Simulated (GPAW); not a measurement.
**BaPm: single point with PBE**

The system is BaPm.

```
Pm Ba
1.0
     3.96751    0.00000    0.00000
    -1.98376    3.43597    0.00000
     0.00000    0.00000    6.52262
Pm Ba
1 1
Direct
  0.66667 0.33333 0.00000
  0.00000 0.00000 0.50000
```

The cell comes from a database or a generator and needn't be the stable form of this composition.

| Quantity | Value |
| --- | --- |
| Program | GPAW 26.7.0 |
| Task | single point |
| Functional | PBE |
| Potentials or basis | GPAW PAW data sets (gpaw-data 1.2.1) |
| Cutoff | 800 eV |
| Basis | pw |
| k mesh | 8 × 8 × 4 |
| Occupations | fermi-dirac, width 0.05 eV |
| Spin | collinear spin, ferromagnetic start |
| Starting moments | [4.0, 0.0] μB |

- Pressure: 1.3 GPa
- Band gap on the k mesh: none (metal or under the smearing width)
- Net moment: 5.30 μB per cell
- Site moments: Pm +4.56; Ba +0.01 μB

Stress tensor (GPa, compression positive):
```
1.11 0.00 0.00
0.00 1.11 0.00
0.00 0.00 1.74
```

Levels at points of the mesh, in eV from the Fermi level:
Spin up:
| k point | band 14 | band 15 | band 16 | band 17 | band 18 | band 19 |
| --- | --- | --- | --- | --- | --- | --- |
| (0.00, 0.00, 0.00) | -0.07 | -0.01 | -0.01 | 0.08 | 1.62 | 1.70 |
| (0.00, 0.00, 0.50) | -0.06 | 0.00 | 0.00 | 0.08 | 0.98 | 1.17 |
| (0.50, 0.50, 0.00) | -0.09 | -0.02 | 0.00 | 0.02 | 0.02 | 0.75 |
| (0.50, 0.50, 0.50) | -0.07 | -0.03 | -0.01 | 0.02 | 0.10 | 0.48 |
Spin down:
| k point | band 7 | band 8 | band 9 | band 10 | band 11 | band 12 | band 13 | band 14 |
| --- | --- | --- | --- | --- | --- | --- | --- | --- |
| (0.00, 0.00, 0.00) | -13.03 | -13.03 | -2.99 | -0.94 | 1.95 | 2.19 | 2.23 | 2.23 |
| (0.00, 0.00, 0.50) | -13.03 | -13.03 | -1.81 | -1.65 | 1.27 | 1.55 | 2.15 | 2.15 |
| (0.50, 0.50, 0.00) | -13.37 | -13.26 | -0.73 | -0.34 | -0.28 | 1.28 | 1.98 | 2.16 |
| (0.50, 0.50, 0.50) | -13.36 | -13.27 | -0.99 | -0.78 | 0.61 | 0.80 | 2.24 | 2.43 |

Wall time 5.8 min on 1 thread of Arm Neoverse V1, on a shared host, peak memory 0.38 GiB.

Caveat: one-centre terms of the f shell are cut off; the magnetic or orbital state may not be the lowest; spin-orbit coupling is left out, which moves the levels of the heavy elements; without U or exact exchange the open f shell lies at the Fermi level, which spoils levels, moments and volumes. The state reached can hang on the start; a lower one may exist.
